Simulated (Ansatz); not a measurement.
# LaOF in Ansatz: convergence with smearing width

LaOF:

```
La F O
1.0
     2.02550    1.16942    6.73733
    -2.02550    1.16942    6.73733
     0.00000   -2.33885    6.73733
La F O
2 2 2
Direct
  0.75800 0.75800 0.75800
  0.24200 0.24200 0.24200
  0.87800 0.87800 0.87800
  0.12200 0.12200 0.12200
  0.63000 0.63000 0.63000
  0.37000 0.37000 0.37000
```

* Program: Ansatz 0.2.0
* Task: convergence study
* Functional: r2SCAN
* Potentials or basis: JTH PAW
* Cutoff: 1500 eV (not typed: the program's choice for these potentials)
* k mesh: 7 × 7 × 7
* Occupations: fermi-dirac, width 0.3 eV
* Spin: no spin polarisation

These are the settings of the first run; the series varies smearing width, with any setting tied to it.

Hardware: 2 threads of Arm Neoverse V2, on a shared host.

Task: The values tried are 0.3 eV, 0.2 eV, 0.15 eV, 0.1 eV, 0.05 eV, 0.025 eV, 0.01 eV, 0.005 eV, loosest first. From which on does the largest force stay within 0.005 eV/Å of the tightest run that finished?

Result: From 0.1 eV on.

```tsv
smearing width	energy less the tightest run, at zero smearing (meV/atom)	pressure (GPa)	largest force (eV/Å)	gap on the mesh (eV)	SCF cycles	CPU time (s)	peak memory (GiB)
0.3 eV	6.71	0.71	7.394	1.874	10	94	2.1
0.2 eV	1.11	0.59	7.540	1.820	10	97	2.1
0.15 eV	0.19	0.57	7.564	1.811	10	110	2.1
0.1 eV	0.01	0.57	7.569	1.809	10	93	2.1
0.05 eV	0.00	0.57	7.569	1.809	10	92	2.1
0.025 eV	0.00	0.57	7.569	1.809	10	89	2.1
0.01 eV	0.00	0.57	7.569	1.809	10	90	2.1
0.005 eV	0.00	0.57	7.569	1.809	10	100	2.1
```

Against the tightest run, the energy stays within 1 meV/atom from 0.15 eV on; the pressure stays within 0.1 GPa from 0.2 eV on; the gap on the mesh stays within 0.01 eV from 0.15 eV on. The tightest run that finished is the yardstick and may itself not be fully converged.

Caveat, for the tightest run too: the magnetic or orbital state may not be the lowest; odd divisions of the mesh miss points on the zone boundary, where band edges often lie, so the gap on the mesh can be too wide; spin-orbit coupling is left out, which moves the levels of the heavy elements; forces of over 1 eV/Å show positions far from the minimum, so gaps and moduli don't describe the material at rest.
